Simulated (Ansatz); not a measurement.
**C₁₀H₁₁ClOZr: up Jacob's ladder to CCSD(T)**

An exercise on one series of results from a longer session: the logs are not shown, and one member is left open.

Method: functionals in def2-TZVPP, the program's frozen cores in correlated methods; program: Ansatz 0.2.0, Gaussian basis.

The runs, in order: LDA (SPW92), PBE-D4, revPBE-D4, BLYP-D4, r2SCAN-D4, B97M-V, PBE0-D4, B3LYP-D4, r2SCANh-D4, r2SCAN0-D4, HSE06-D4, BHLYP-D4, CAM-B3LYP-D4, LC-ωPBE, ωB97X-V, ωB97M-V, B2PLYP, PBE-QIDH; CCSD(T)/def2-SVP; CCSD(T)/def2-TZVPP; MP2/def2-QZVPP; extrapolation to the limit; RPA on PBE.

## The relaxed structure

All runs share one geometry, relaxed beforehand with PBE0-D4 in a triple-zeta def2 set. Zr takes the def2 core potential; no spin-orbit term is included.

SMILES `[OH][Zr]12345678([Cl])([C@H]9[C@@H]1[C@@H]2[C@@H]3[C@H]94)[C@H]1[C@@H]5[C@@H]6[C@@H]7[C@H]18`, 24 atoms, charge 0, spin multiplicity 1.

Atoms are counted from 1 here; the program's logs count them from 0.

Bond lengths: O1–Zr2 1.975 Å, O1–H14 0.957 Å, Zr2–Cl3 2.437 Å, Zr2–C4 2.547 Å, Zr2–C5 2.546 Å, Zr2–C6 2.539 Å, Zr2–C7 2.525 Å, Zr2–C8 2.510 Å, Zr2–C9 2.517 Å, Zr2–C10 2.524 Å, Zr2–C11 2.546 Å, Zr2–C12 2.538 Å, Zr2–C13 2.527 Å, C4–C5 1.405 Å, C4–C8 1.410 Å, C4–H15 1.080 Å, C5–C6 1.415 Å, C5–H16 1.079 Å and more. Angles: Zr2–O1–H14 124.6°, O1–Zr2–Cl3 100.7°, O1–Zr2–C4 80.3°, O1–Zr2–C5 95.1°, O1–Zr2–C6 127.4°, O1–Zr2–C7 131.9°, O1–Zr2–C8 100.4°, O1–Zr2–C9 109.4°, O1–Zr2–C10 131.6°, O1–Zr2–C11 110.7°, O1–Zr2–C12 80.6°, O1–Zr2–C13 79.7°, Cl3–Zr2–C4 114.0°, Cl3–Zr2–C5 83.4°, Cl3–Zr2–C6 80.5°, Cl3–Zr2–C7 109.0°, Cl3–Zr2–C8 133.4°, Cl3–Zr2–C9 130.0° and more.

Geometry (Å):

```mol
C10H11ClOZr
  3D, bonds by distance, orders not assigned

 24 33  0  0  0  0  0  0  0  0999 V2000
   -1.1498   -0.1548   -2.0569 O   0  0
   -0.3708    0.3594   -0.3163 Zr  0  0
   -1.3963    2.5458    0.0122 Cl  0  0
   -1.8324   -1.5902    0.4248 C   0  0
   -2.3484   -0.4520    1.0662 C   0  0
   -1.3771    0.0066    1.9880 C   0  0
   -0.2617   -0.8401    1.9025 C   0  0
   -0.5311   -1.8212    0.9154 C   0  0
    2.0519   -0.3188   -0.2511 C   0  0
    1.9876    0.9598    0.3527 C   0  0
    1.6371    1.8903   -0.6454 C   0  0
    1.4673    1.1921   -1.8561 C   0  0
    1.7305   -0.1721   -1.6146 C   0  0
   -2.0401   -0.4844   -2.1778 H   0  0
   -2.3247   -2.1718   -0.3401 H   0  0
   -3.3044    0.0128    0.8786 H   0  0
   -1.4700    0.8792    2.6158 H   0  0
    0.6467   -0.7551    2.4796 H   0  0
    0.1253   -2.6247    0.6166 H   0  0
    2.3148   -1.2414    0.2437 H   0  0
    2.1781    1.1864    1.3915 H   0  0
    1.4759    2.9460   -0.4960 H   0  0
    1.1412    1.6159   -2.7935 H   0  0
    1.6505   -0.9677   -2.3396 H   0  0
  1  2  8  0
  2  3  8  0
  2  4  8  0
  4  5  8  0
  5  6  8  0
  6  7  8  0
  7  8  8  0
  2  9  8  0
  9 10  8  0
 10 11  8  0
 11 12  8  0
 12 13  8  0
  1 14  8  0
  4 15  8  0
  5 16  8  0
  6 17  8  0
  7 18  8  0
  8 19  8  0
  9 20  8  0
 10 21  8  0
 11 22  8  0
 12 23  8  0
 13 24  8  0
  2  5  8  0
  9 13  8  0
  2  6  8  0
  2  7  8  0
  2  8  8  0
  2 10  8  0
  2 11  8  0
  2 12  8  0
  2 13  8  0
  4  8  8  0
M  END
```

The first run:

File in.yaml:

```yaml
crystal:
  periodic: [false, false, false]
  atoms:
    - {symbol: O, position_ang: [-1.149794, -0.154793, -2.056944]}
    - {symbol: Zr, position_ang: [-0.370786, 0.359440, -0.316302]}
    - {symbol: Cl, position_ang: [-1.396292, 2.545832, 0.012221]}
    - {symbol: C, position_ang: [-1.832409, -1.590214, 0.424791]}
    - {symbol: C, position_ang: [-2.348395, -0.452043, 1.066171]}
    - {symbol: C, position_ang: [-1.377133, 0.006553, 1.987966]}
    - {symbol: C, position_ang: [-0.261721, -0.840119, 1.902538]}
    - {symbol: C, position_ang: [-0.531112, -1.821176, 0.915374]}
    - {symbol: C, position_ang: [2.051862, -0.318775, -0.251135]}
    - {symbol: C, position_ang: [1.987577, 0.959823, 0.352663]}
    - {symbol: C, position_ang: [1.637149, 1.890323, -0.645434]}
    - {symbol: C, position_ang: [1.467332, 1.192099, -1.856092]}
    - {symbol: C, position_ang: [1.730485, -0.172090, -1.614553]}
    - {symbol: H, position_ang: [-2.040145, -0.484439, -2.177799]}
    - {symbol: H, position_ang: [-2.324651, -2.171834, -0.340105]}
    - {symbol: H, position_ang: [-3.304444, 0.012799, 0.878609]}
    - {symbol: H, position_ang: [-1.469952, 0.879225, 2.615779]}
    - {symbol: H, position_ang: [0.646663, -0.755097, 2.479636]}
    - {symbol: H, position_ang: [0.125337, -2.624691, 0.616562]}
    - {symbol: H, position_ang: [2.314781, -1.241435, 0.243712]}
    - {symbol: H, position_ang: [2.178076, 1.186390, 1.391480]}
    - {symbol: H, position_ang: [1.475885, 2.946027, -0.496043]}
    - {symbol: H, position_ang: [1.141195, 1.615905, -2.793513]}
    - {symbol: H, position_ang: [1.650483, -0.967740, -2.339584]}
basis:
  gaussian: {orbitals: def2-TZVPP}
hamiltonian: {xc: lda}
output: {orbitals: {seedname: orbitals}}
```

Run with:

```sh
$ ansatz run in.yaml --threads 11 --pin off --events-out ev --progress --plain --max-ram 166912MiB --backend cuda --devices 0, --max-vram 75GiB
```

Among the steps run: LDA; PBE-D4 (GGA); revPBE-D4 (GGA); BLYP-D4 (GGA); r2SCAN-D4 (meta-GGA); B97M-V (meta-GGA); PBE0-D4 (hybrid); B3LYP-D4 (hybrid); r2SCANh-D4 (hybrid); r2SCAN0-D4 (hybrid); HSE06-D4 (hybrid); BHLYP-D4 (hybrid); CAM-B3LYP-D4 (range-separated); LC-ωPBE (range-separated); ωB97X-V (range-separated); ωB97M-V (range-separated); B2PLYP (double hybrid); PBE-QIDH (double hybrid).

One of the session's tables, all rows but one given; the rest of the session is left out.

It belongs to the step «Frontier levels by functional». 

| functional | HOMO (eV) | gap (eV) |
| --- | --- | --- |
| LDA (SPW92) | -5.95 | 3.80 |
| PBE-D4 | -5.76 | 3.87 |
| revPBE-D4 | -5.69 | 3.90 |
| BLYP-D4 | -5.58 | 3.83 |
| r2SCAN-D4 | -5.96 | 4.23 |
| B97M-V | -6.00 | 4.30 |
| PBE0-D4 | ? | ? |
| B3LYP-D4 | -6.57 | 5.35 |
| r2SCANh-D4 | -6.35 | 4.94 |
| r2SCAN0-D4 | -6.92 | 6.00 |
| HSE06-D4 | -6.40 | 5.02 |
| BHLYP-D4 | -7.62 | 7.64 |
| CAM-B3LYP-D4 | -7.98 | 8.04 |
| LC-ωPBE | -9.26 | 10.40 |
| ωB97X-V | -8.92 | 10.00 |
| ωB97M-V | -8.82 | 9.78 |

Q: Estimate the row for PBE0-D4 from the others.

As computed: HOMO (eV): -6.79; gap (eV): 5.78. In the column «HOMO (eV)» it lies between r2SCAN0-D4 (-6.92) and B3LYP-D4 (-6.57).
